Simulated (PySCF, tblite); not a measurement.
# 4-methyl-1,2,3-triazine (C4H5N3): geometry, infrared bands, NMR shifts and spin-spin couplings

Wanted: the infrared bands, NMR shifts and spin-spin couplings of 4-methyl-1,2,3-triazine (C4H5N3) (`Cc1ccnnn1`), by calculation.

Programs: tblite 0.8.0 and PySCF 2.14.0, with density-fitted response routines of our own. Each step states its level of theory. These are calculated values for one molecule in the gas phase, unless marked as measured. Atoms are numbered from 0 throughout.

## 1. The starting structure

12 atoms, charge 0, multiplicity 1; geometry from: force field or distance geometry start.

Bonds of the start (Å): C0–C1 1.48, C1–C2 1.39, C2–C3 1.36, C3–N4 1.33, N4–N5 1.31, N5–N6 1.31, N6–C1 1.35, C0–H7 1.10, C0–H8 1.09, C0–H9 1.10, C2–H10 1.08, C3–H11 1.09.

## 2. Relaxing the molecule with GFN2-xTB

Job settings and geometry (Å):

```
{"job": {"kind": "relax", "xc": "GFN2-xTB", "basis": "xTB"}, "charge": 0, "multiplicity": 1}
C     -1.827800     0.035500     0.097400
C     -0.366000     0.249300    -0.050900
C      0.526100    -0.790600     0.166400
C      1.832200    -0.451100    -0.005800
N      2.244200     0.775700    -0.321900
N      1.345100     1.712000    -0.511200
N      0.064700     1.483700    -0.377700
H     -2.375500     0.971500    -0.095800
H     -2.177200    -0.720900    -0.612400
H     -2.083200    -0.288900     1.119000
H      0.197900    -1.786500     0.428500
H      2.620700    -1.190400     0.138400
```

Started as:

```console
$ OMP_NUM_THREADS=1 python probes_run.py task.json out
```

One launch serves the whole session: the jobs run in the order shown.

**Question.** This job is followed by: GFN2-xTB harmonic vibrations, gas phase; GIAO PBE0/pcSseg-1 NMR shielding, non-relativistic, gas phase; B3LYP/pcJ-1 indirect spin-spin coupling, non-relativistic, gas phase. What will the session give for the following? strongest single infrared mode (GFN2-xTB); zero-point energy (GFN2-xTB); ¹³C shifts against TMS (PBE0/pcSseg-1); ¹H shifts against TMS (PBE0/pcSseg-1, means over atoms taken as alike); ¹⁵N shifts against NH3 (PBE0/pcSseg-1); surface potential, 1st and 99th percentile; largest coupling of the table (B3LYP/pcJ-1).

As calculated:

```
                                                              quantity                          value
                             strongest single infrared mode (GFN2-xTB)          1515 cm⁻¹, 160 km/mol
                                          zero-point energy (GFN2-xTB)                  55.3 kcal/mol
                                ¹³C shifts against TMS (PBE0/pcSseg-1)  162.6, 152.4, 122.9, 24.8 ppm
¹H shifts against TMS (PBE0/pcSseg-1, means over atoms taken as alike)           9.12, 7.20, 2.93 ppm
                                ¹⁵N shifts against NH3 (PBE0/pcSseg-1)        541.3, 436.2, 433.1 ppm
                                 surface potential, 1st and 99th percentile             -2.00 V and 1.59 V
                           largest coupling of the table (B3LYP/pcJ-1)       ¹J(C,H) C3–H11, 192.9 Hz
```

What this shows: The optimisation took 20 steps and gained 0.083 eV; among the close pairs (by a distance rule), N4–N5 changed most, from 1.312 to 1.288 Å. No mode is imaginary among the 30: a minimum at this level. The strongest single mode, at 1515 cm⁻¹, has its largest shares on C2, C3 and C1 (the list is cut at 3 atoms). GFN2-xTB is a fitted tight-binding method: band positions and strengths are rough. Its intensities can rank the bands wrongly. At PBE0/pcSseg-1: The largest span, 972 ppm, is at N5, where the paramagnetic term is -585 ppm. NICS(1)zz of -28 ppm above the planar ring from C1 marks a diatropic (aromatic) ring current. By nearest atom (PBE0/pcSseg-1), the HOMO sits on N5 46 %; N4, N6 about 19 % each and the LUMO on N5 30 %; C2 23 %. Of the pairs tabulated at B3LYP/pcJ-1, C3–H11 couples most strongly (192.9 Hz; Fermi contact 192.7 Hz).
